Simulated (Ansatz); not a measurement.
**CHClGa+ (triplet): from Hartree-Fock to the top rungs, cc-pVTZ**

An exercise on one series of results from a longer session: the logs are not shown, and one member is left open.

Method: cc-pVTZ, core rule «outside noble gas», up to 20 orbitals frozen; program: Ansatz 0.2.0, Gaussian basis.

Plan: UHF; CCSD(T) on ROHF; CCSD(T) on UHF; BCCD(T) on ROHF; CCSDT(Q) on ROHF; CCSDT(Q) on UHF.

5 further runs of the same task are left out: 5 set aside as unsound or not needed. Runs told in other sessions of the task aren't counted.

### The system

The geometry is a PBE0/def2-TZVP stationary point (not a proven minimum) of the parent state, kept for this charge and spin. No spin-orbit coupling is included. The filled d shell of Ga may be among the frozen orbitals whatever the setting's name suggests.

4 atoms, charge 1, spin multiplicity 3.

Atoms are counted from 1 here; the program's logs count them from 0.

Bond lengths: Cl1–C2 1.726 Å, C2–Ga3 2.034 Å, C2–H4 1.091 Å. Angles: Cl1–C2–Ga3 113.0°, Cl1–C2–H4 110.2°, Ga3–C2–H4 136.8°.

The first run:

in.yaml reads:

```yaml
crystal:
  periodic: [false, false, false]
  atoms:
    - {symbol: Cl, position_ang: [0.000000, -0.224282, 1.993212]}
    - {symbol: C, position_ang: [0.000000, 0.873891, 0.661996]}
    - {symbol: Ga, position_ang: [0.000000, -0.064009, -1.142342]}
    - {symbol: H, position_ang: [0.000000, 1.903187, 1.023017]}
basis:
  gaussian: {orbitals: cc-pVTZ}
total_charge: 1
magnetization: {spin_polarized: true, initial_magnetization: 2}
hamiltonian: {xc: hf}
output: {orbitals: {seedname: orbitals}}
```

On the command line:

```
$ ansatz run in.yaml --threads 1 --pin off --events-out ev --progress --plain --max-ram 4096MiB --backend cpu
```

Among the steps run: UHF; CCSD(T) on ROHF; CCSD(T) on UHF; BCCD(T) on ROHF; CCSDT(Q) on ROHF; CCSDT(Q) on UHF.

One of the session's tables, all rows but one given; the rest of the session is left out.

```
   method  from UCCSDT(Q) (kcal/mol)
     ROHF                    +262.52
      UHF                          ?
     RMP2                     +33.11
     UMP2                     +35.68
    RCCSD                     +13.64
    UCCSD                     +13.02
 RCCSD(T)                      +1.76
 UCCSD(T)                      +1.70
  BCCD(T)                      +1.77
   RCCSDT                      +1.03
   UCCSDT                      +0.75
RCCSDT(Q)                      +0.35
UCCSDT(Q)                          0
```

**Question.** Estimate the row for UHF.

**Answer.** from UCCSDT(Q) (kcal/mol): +253.87. In the column «from UCCSDT(Q) (kcal/mol)» it lies between UMP2 (+35.68) and ROHF (+262.52).

To keep in mind: Restricted and unrestricted rows rest on different reference determinants; a gap between their highest levels can come from leftover correlation error, from unlike frozen cores or from another state.
